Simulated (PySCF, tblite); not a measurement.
# C₆H₈SSi₂: geometry, infrared bands and NMR shifts

Wanted: the infrared bands and NMR shifts of C₆H₈SSi₂ (`c1ccc2c(c1)[SiH2][SiH2]S2`), by calculation.

Programs: tblite 0.8.0 and PySCF 2.14.0, with density-fitted response routines of our own. Each step states its level of theory. These are calculated values for one molecule in the gas phase, unless marked as measured. Atoms are numbered from 0 throughout.

## Step 1: The molecule as given

17 atoms, charge 0, multiplicity 1; geometry from: force field or distance geometry start.

Bonds of the start (Å): C0–C1 1.37, C1–C2 1.37, C2–C3 1.42, C3–C4 1.31, C4–C5 1.43, C4–Si6 1.84, Si6–Si7 2.27, Si7–S8 2.16, C5–C0 1.34, S8–C3 1.80, C0–H9 1.09, C1–H10 1.07, C2–H11 1.09, C5–H12 1.10, Si6–H13 1.46, Si6–H14 1.45, Si7–H15 1.45, Si7–H16 1.45.

## Step 2: Relaxing the molecule with GFN2-xTB

Job settings and geometry (Å):

```
{"job": {"kind": "relax", "xc": "GFN2-xTB", "basis": "xTB"}, "charge": 0, "multiplicity": 1}
C     -2.425200     0.306500     0.389600
C     -2.447800    -0.965000    -0.113400
C     -1.252500    -1.496800    -0.526900
C     -0.025700    -0.782400    -0.500000
C     -0.022200     0.430900    -0.010700
C     -1.267500     0.975200     0.424800
Si     1.547000     1.396100     0.050300
Si     2.954900    -0.378100     0.028500
S      1.501100    -1.538300    -1.068300
H     -3.359000     0.738600     0.736000
H     -3.360800    -1.530400    -0.149100
H     -1.289000    -2.513500    -0.918500
H     -1.280800     1.998200     0.836000
H      1.742400     2.245700    -1.123000
H      1.629200     2.112600     1.313000
H      4.148000    -0.105900    -0.746300
H      3.200900    -0.881400     1.368200
```

Command:

```bash
$ OMP_NUM_THREADS=1 python probes_run.py task.json out
```

This one command runs all jobs of the session in turn.

**Question.** This job is followed by: GFN2-xTB harmonic vibrations, gas phase; GIAO PBE0/pcSseg-1 NMR shielding, non-relativistic, gas phase. What will the session give for the following? strongest single infrared mode (GFN2-xTB); zero-point energy (GFN2-xTB); 13C shifts against TMS (PBE0/pcSseg-1); 1H shifts against TMS (PBE0/pcSseg-1, means over atoms taken as alike); 29Si shifts against TMS (PBE0/pcSseg-1); 33S shifts against CS2 (PBE0/pcSseg-1).

**Answer**, as computed:

| quantity | value |
| --- | --- |
| strongest single infrared mode (GFN2-xTB) | 2266 cm⁻¹, 489 km/mol |
| zero-point energy (GFN2-xTB) | 70.2 kcal/mol |
| 13C shifts against TMS (PBE0/pcSseg-1) | 156.9, 140.9, 135.9, 133.5, 133.5, 127.3 ppm |
| 1H shifts against TMS (PBE0/pcSseg-1, means over atoms taken as alike) | 7.83, 7.63, 7.46, 7.21, 4.98, 4.78 ppm |
| 29Si shifts against TMS (PBE0/pcSseg-1) | -55.8, -62.1 ppm |
| 33S shifts against CS2 (PBE0/pcSseg-1) | -45 ppm |

What this shows: Relaxing lowered the energy by 0.652 eV in 74 steps; the close pair that moved most is C3–C4, from 1.308 to 1.399 Å. All 45 modes are real, so the xTB geometry is a minimum. The strongest single mode, at 2266 cm⁻¹, moves mainly H15 and H16. GFN2-xTB is a fitted tight-binding method: band positions and strengths are rough. Its intensities can rank the bands wrongly. At PBE0/pcSseg-1: Shielding is most anisotropic at S8 (span 509 ppm, paramagnetic term -510 ppm). NICS(1)zz of -25 ppm above the planar ring from C0 marks a diatropic (aromatic) ring current.
